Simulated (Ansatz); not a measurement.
# C₂H₄FNOSi: up Jacob's ladder to CCSD(T)

An exercise on one series of results from a longer session: the logs are not shown, and one member is left open.

Computed with Ansatz 0.2.0, Gaussian basis. Level: functionals in def2-TZVPP, the program's frozen cores in correlated methods.

Plan: LDA (SPW92), PBE-D4, revPBE-D4, BLYP-D4, r2SCAN-D4, B97M-V, PBE0-D4, B3LYP-D4, r2SCANh-D4, r2SCAN0-D4, HSE06-D4, BHLYP-D4, CAM-B3LYP-D4, LC-ωPBE, ωB97X-V, ωB97M-V, B2PLYP, PBE-QIDH; CCSD(T)/def2-SVP; CCSD(T)/def2-TZVPP; MP2/def2-QZVPP; extrapolation to the limit; RPA on PBE.

## The geometry

All runs share one geometry, relaxed beforehand with PBE0-D4 in a triple-zeta def2 set.

10 atoms, charge 0, spin multiplicity 1.

Atoms are counted from 1 here; the program's logs count them from 0.

Bond lengths: O1–Si2 1.635 Å, O1–H7 0.959 Å, Si2–C3 1.889 Å, Si2–C5 1.878 Å, Si2–H8 1.480 Å, C3–N4 1.495 Å, C3–H9 1.091 Å, C3–H10 1.092 Å, N4–C5 1.269 Å, C5–F6 1.321 Å. Angles: Si2–O1–H7 118.7°, O1–Si2–C3 123.6°, O1–Si2–C5 122.6°, O1–Si2–H8 105.0°, C3–Si2–C5 70.2°, C3–Si2–H8 117.8°, C5–Si2–H8 115.3°, Si2–C3–N4 89.3°, Si2–C3–H9 118.8°, Si2–C3–H10 117.6°, N4–C3–H9 110.9°, N4–C3–H10 110.3°, H9–C3–H10 108.3°, C3–N4–C5 102.8°, Si2–C5–N4 97.2°, Si2–C5–F6 140.9°, N4–C5–F6 121.6°.

Set-up of the first run:

in.yaml

```yaml
crystal:
  periodic: [false, false, false]
  atoms:
    - {symbol: O, position_ang: [-0.160348, -2.104964, -0.499166]}
    - {symbol: Si, position_ang: [0.463405, -0.596307, -0.405671]}
    - {symbol: C, position_ang: [0.284598, 0.516541, 1.110204]}
    - {symbol: N, position_ang: [-0.409562, 1.532312, 0.261288]}
    - {symbol: C, position_ang: [-0.525998, 0.936469, -0.852834]}
    - {symbol: F, position_ang: [-1.131058, 1.502667, -1.881533]}
    - {symbol: H, position_ang: [-1.046334, -2.258616, -0.166986]}
    - {symbol: H, position_ang: [1.799276, -0.692892, -1.036333]}
    - {symbol: H, position_ang: [1.184552, 0.936227, 1.563061]}
    - {symbol: H, position_ang: [-0.375231, 0.177463, 1.910869]}
basis:
  gaussian: {orbitals: def2-TZVPP}
hamiltonian: {xc: lda}
output: {orbitals: {seedname: orbitals}}
```

Run with:

```console
$ ansatz run in.yaml --threads 4 --pin off --events-out ev --progress --plain --max-ram 10444MiB
```

Steps of the session up to this table: LDA; PBE-D4 (GGA); revPBE-D4 (GGA); BLYP-D4 (GGA); r2SCAN-D4 (meta-GGA); B97M-V (meta-GGA); PBE0-D4 (hybrid); B3LYP-D4 (hybrid); r2SCANh-D4 (hybrid); r2SCAN0-D4 (hybrid); HSE06-D4 (hybrid); BHLYP-D4 (hybrid); CAM-B3LYP-D4 (range-separated); LC-ωPBE (range-separated); ωB97X-V (range-separated); ωB97M-V (range-separated); B2PLYP (double hybrid); PBE-QIDH (double hybrid).

One of the session's tables, all rows but one given; the rest of the session is left out.

It belongs to the step «Frontier levels by functional». 

```
  functional  HOMO (eV)  gap (eV)
 LDA (SPW92)      -6.24      4.04
      PBE-D4      -6.08      4.15
   revPBE-D4      -6.01      4.18
     BLYP-D4      -5.98      4.18
   r2SCAN-D4      -6.35      4.62
      B97M-V      -6.48      4.76
     PBE0-D4      -7.50      6.56
    B3LYP-D4      -7.29      6.10
  r2SCANh-D4      -6.88      5.52
  r2SCAN0-D4      -7.69      6.88
    HSE06-D4      -7.10      5.78
    BHLYP-D4      -8.87      8.96
CAM-B3LYP-D4      -8.93      9.09
     LC-ωPBE     -10.25     11.64
     ωB97X-V          ?         ?
     ωB97M-V      -9.80     10.87
```

**Question.** Estimate the row for ωB97X-V.

**Answer.** HOMO (eV): -9.90; gap (eV): 11.18. In the column «HOMO (eV)» it lies between LC-ωPBE (-10.25) and ωB97M-V (-9.80).
